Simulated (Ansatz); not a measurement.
# B2H6S2: a ladder of functionals and wavefunction methods

One table from this session's results is given with a row withheld; the runs are named, their logs left out.

Program: Ansatz 0.2.0, Gaussian basis. Level of theory: functionals in def2-TZVPP, the program's frozen cores in correlated methods. These are calculated values, not measurements.

Plan: LDA (SPW92), PBE-D4, revPBE-D4, BLYP-D4, r2SCAN-D4, B97M-V, PBE0-D4, B3LYP-D4, r2SCANh-D4, r2SCAN0-D4, HSE06-D4, BHLYP-D4, CAM-B3LYP-D4, LC-ωPBE, ωB97X-V, ωB97M-V, B2PLYP, PBE-QIDH; CCSD(T)/def2-SVP; CCSD(T)/def2-TZVPP; MP2/def2-QZVPP; extrapolation to the limit; RPA on PBE.

## Structure used throughout

An earlier PBE0-D4 in a triple-zeta def2 set relaxation fixed the geometry.

SMILES `[BH2-]1[SH+][BH2-][SH+]1`, 10 atoms, charge 0, spin multiplicity 1.

Atoms are counted from 1 here; the program's logs count them from 0.

Bond lengths: B1–S2 1.961 Å, B1–S4 1.961 Å, B1–H5 1.195 Å, B1–H6 1.198 Å, S2–B3 1.961 Å, S2–H7 1.346 Å, B3–S4 1.961 Å, B3–H8 1.195 Å, B3–H9 1.198 Å, S4–H10 1.346 Å. Angles: S2–B1–S4 96.7°, S2–B1–H5 114.0°, S2–B1–H6 105.9°, S4–B1–H5 114.0°, S4–B1–H6 105.9°, H5–B1–H6 117.9°, B1–S2–B3 80.4°, B1–S2–H7 98.6°, B3–S2–H7 98.6°, S2–B3–S4 96.7°, S2–B3–H8 114.0°, S2–B3–H9 105.9°, S4–B3–H8 114.0°, S4–B3–H9 105.9°, H8–B3–H9 117.9°, B1–S4–B3 80.4°, B1–S4–H10 98.6°, B3–S4–H10 98.6°.

The first run:

in.yaml reads:

```yaml
crystal:
  periodic: [false, false, false]
  atoms:
    - {symbol: B, position_ang: [-0.594408, 1.014351, -0.540947]}
    - {symbol: S, position_ang: [-0.927133, -0.914164, -0.668818]}
    - {symbol: B, position_ang: [0.179444, -0.879376, 0.949979]}
    - {symbol: S, position_ang: [0.947441, 0.902673, 0.665891]}
    - {symbol: H, position_ang: [-0.355457, 1.537622, -1.588846]}
    - {symbol: H, position_ang: [-1.492587, 1.459082, 0.115124]}
    - {symbol: H, position_ang: [0.031397, -1.224615, -1.560659]}
    - {symbol: H, position_ang: [0.990426, -1.755945, 1.004170]}
    - {symbol: H, position_ang: [-0.583688, -0.765106, 1.866227]}
    - {symbol: H, position_ang: [1.887465, 0.574277, -0.239123]}
basis:
  gaussian: {orbitals: def2-TZVPP}
hamiltonian: {xc: lda}
output: {orbitals: {seedname: orbitals}}
```

Among the steps run: LDA; PBE-D4 (GGA); revPBE-D4 (GGA); BLYP-D4 (GGA); r2SCAN-D4 (meta-GGA); B97M-V (meta-GGA); PBE0-D4 (hybrid); B3LYP-D4 (hybrid); r2SCANh-D4 (hybrid); r2SCAN0-D4 (hybrid); HSE06-D4 (hybrid); BHLYP-D4 (hybrid); CAM-B3LYP-D4 (range-separated); LC-ωPBE-D4 (range-separated; the results give it without D4); ωB97X-V (range-separated); ωB97M-V (range-separated); B2PLYP (double hybrid); PBE-QIDH (double hybrid).

One of the session's tables, all rows but one given; the rest of the session is left out.

It belongs to the step «Frontier levels by functional». 

| functional | HOMO (eV) | gap (eV) |
| --- | --- | --- |
| LDA (SPW92) | -7.12 | 5.85 |
| PBE-D4 | ? | ? |
| revPBE-D4 | -7.01 | 6.00 |
| BLYP-D4 | -6.93 | 5.91 |
| r2SCAN-D4 | -7.32 | 6.61 |
| B97M-V | -7.42 | 6.45 |
| PBE0-D4 | -8.25 | 8.07 |
| B3LYP-D4 | -8.04 | 7.57 |
| r2SCANh-D4 | -7.76 | 7.37 |
| r2SCAN0-D4 | -8.42 | 8.49 |
| HSE06-D4 | -7.86 | 7.29 |
| BHLYP-D4 | -9.31 | 9.96 |
| CAM-B3LYP-D4 | -9.56 | 10.33 |
| LC-ωPBE | -10.91 | 12.93 |
| ωB97X-V | -10.56 | 12.40 |
| ωB97M-V | -10.38 | 11.92 |

**Question.** Estimate the row for PBE-D4.

The run gave: HOMO (eV): -7.05; gap (eV): 5.96. In the column «HOMO (eV)» it lies between LDA (SPW92) (-7.12) and revPBE-D4 (-7.01).
